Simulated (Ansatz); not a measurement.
# C2H7BS: one species, many methods

The task here is to estimate one member of a computed series from the others.

Method: functionals in def2-TZVPP, the program's frozen cores in correlated methods; program: Ansatz 0.2.0, Gaussian basis.

The runs, in order: LDA (SPW92), PBE-D4, revPBE-D4, BLYP-D4, r2SCAN-D4, B97M-V, PBE0-D4, B3LYP-D4, r2SCANh-D4, r2SCAN0-D4, HSE06-D4, BHLYP-D4, CAM-B3LYP-D4, LC-ωPBE, ωB97X-V, ωB97M-V, B2PLYP, PBE-QIDH; CCSD(T)/def2-SVP; CCSD(T)/def2-TZVPP; MP2/def2-QZVPP; extrapolation to the limit; RPA on PBE.

## The relaxed structure

All runs share one geometry, relaxed beforehand with PBE0-D4 in a triple-zeta def2 set.

11 atoms, charge 0, spin multiplicity 1.

Atoms are counted from 1 here; the program's logs count them from 0.

Bond lengths: B1–C2 1.564 Å, B1–S3 2.018 Å, B1–H5 1.198 Å, B1–H6 1.197 Å, C2–S3 1.830 Å, C2–H7 1.086 Å, C2–H8 1.087 Å, S3–C4 1.797 Å, C4–H9 1.090 Å, C4–H10 1.090 Å, C4–H11 1.089 Å. Angles: C2–B1–S3 59.9°, C2–B1–H5 119.6°, C2–B1–H6 118.7°, S3–B1–H5 109.3°, S3–B1–H6 109.0°, H5–B1–H6 120.4°, B1–C2–S3 72.5°, B1–C2–H7 121.0°, B1–C2–H8 122.1°, S3–C2–H7 109.3°, S3–C2–H8 110.1°, H7–C2–H8 112.4°, B1–S3–C2 47.6°, B1–S3–C4 103.7°, C2–S3–C4 101.4°, S3–C4–H9 107.6°, S3–C4–H10 110.0°, S3–C4–H11 109.4° and more.

The first run:

in.yaml reads:

```yaml
crystal:
  periodic: [false, false, false]
  atoms:
    - {symbol: B, position_ang: [-0.068883, 1.437673, 0.384865]}
    - {symbol: C, position_ang: [-0.709325, 0.200566, 1.095207]}
    - {symbol: S, position_ang: [0.948898, -0.300501, 0.503941]}
    - {symbol: C, position_ang: [0.540042, -1.140050, -1.031953]}
    - {symbol: H, position_ang: [-0.331854, 1.663708, -0.761991]}
    - {symbol: H, position_ang: [0.485978, 2.261580, 1.053236]}
    - {symbol: H, position_ang: [-0.739948, 0.131589, 2.178785]}
    - {symbol: H, position_ang: [-1.475228, -0.406003, 0.619644]}
    - {symbol: H, position_ang: [1.445186, -1.179224, -1.638053]}
    - {symbol: H, position_ang: [0.195682, -2.152546, -0.822037]}
    - {symbol: H, position_ang: [-0.225049, -0.573794, -1.561043]}
basis:
  gaussian: {orbitals: def2-TZVPP}
hamiltonian: {xc: lda}
output: {orbitals: {seedname: orbitals}}
```

Started as:

```sh
$ ansatz run in.yaml --threads 2 --pin off --events-out ev --progress --plain --max-ram 4352MiB
```

Among the steps run: LDA; PBE-D4 (GGA); revPBE-D4 (GGA); BLYP-D4 (GGA); r2SCAN-D4 (meta-GGA); B97M-V (meta-GGA); PBE0-D4 (hybrid); B3LYP-D4 (hybrid); r2SCANh-D4 (hybrid); r2SCAN0-D4 (hybrid); HSE06-D4 (hybrid); BHLYP-D4 (hybrid); CAM-B3LYP-D4 (range-separated); LC-ωPBE (range-separated); ωB97X-V (range-separated); ωB97M-V (range-separated); B2PLYP (double hybrid); PBE-QIDH (double hybrid).

One of the session's tables, all rows but one given; the rest of the session is left out.

It belongs to the step «Frontier levels by functional». 

| functional | HOMO (eV) | LUMO (eV) | gap (eV) |
| --- | --- | --- | --- |
| LDA (SPW92) | -6.51 | -0.79 | 5.72 |
| PBE-D4 | -6.38 | -0.60 | 5.78 |
| revPBE-D4 | ? | ? | ? |
| BLYP-D4 | -6.22 | -0.49 | 5.73 |
| r2SCAN-D4 | -6.59 | -0.26 | 6.32 |
| B97M-V | -6.68 | -0.33 | 6.35 |
| PBE0-D4 | -7.54 | 0.42 | 7.96 |
| B3LYP-D4 | -7.31 | 0.15 | 7.46 |
| r2SCANh-D4 | -7.02 | 0.10 | 7.13 |
| r2SCAN0-D4 | -7.68 | 0.64 | 8.32 |
| HSE06-D4 | -7.14 | 0.04 | 7.18 |
| BHLYP-D4 | -8.57 | 1.37 | 9.94 |
| CAM-B3LYP-D4 | -8.84 | 1.46 | 10.30 |
| LC-ωPBE | -10.20 | 2.70 | 12.91 |
| ωB97X-V | -9.85 | 2.54 | 12.39 |
| ωB97M-V | -9.71 | 2.24 | 11.96 |

Q: Estimate the row for revPBE-D4 from the others.

The run gave: HOMO (eV): -6.33; LUMO (eV): -0.52; gap (eV): 5.80. In the column «HOMO (eV)» it lies between PBE-D4 (-6.38) and BLYP-D4 (-6.22).
